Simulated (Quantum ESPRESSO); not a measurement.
## Sb under changes of volume

One of the cells (32.896 Å³/atom); the others are scaled copies at fixed shape and fractional positions:

```
Sb
1.0
    -4.03001    4.03001    2.02549
     4.03001   -4.03001    2.02549
     4.03001    4.03001   -2.02549
Sb
4
Direct
  0.65126 0.15126 0.80253
  0.15126 0.34874 0.50000
  0.34874 0.84874 0.19747
  0.84874 0.65126 0.50000
```

This isn't the form of Sb at room conditions, which is rhombohedral.

```yaml
Program: Quantum ESPRESSO 7.5
Functional: PBEsol
Potentials_or_basis: GBRV 1.5 PBEsol
Cutoff: 612 eV
Density_cutoff: 4898 eV
k_mesh: 7 × 7 × 7
Occupations: fermi-dirac, width 0.05 eV
Spin: no spin polarisation
```

```csv
volume (Å³/atom),energy over the lowest point (meV/atom),pressure (GPa),largest force (eV/Å)
30.922,13.03,2.7,0.068
31.580,3.94,1.4,0.029
32.238,0.00,0.2,0.006
32.896,0.63,-0.9,0.039
33.554,?,?,?
34.212,13.79,-2.6,0.098
34.870,25.44,-3.4,0.123
```

Task: What does the run at 33.554 Å³/atom give?

Result: Energy over the lowest point 5.39 meV/atom; pressure -1.8 GPa; largest force 0.069 eV/Å.

Worked out: A Birch-Murnaghan fit of order 3 (a polynomial in V^(-2/3)) to the other rows has its minimum at 32.47 Å³/atom with B0 = V·E''(V) = 53 GPa and B' = 4.6 at fixed shape and positions, which overstates the stiffness. It gives 5.38 meV/atom at 33.554 Å³/atom, against the run's 5.39, and -dE/dV = -1.6 GPa, against -1.8.

Energies are extrapolated to zero smearing.
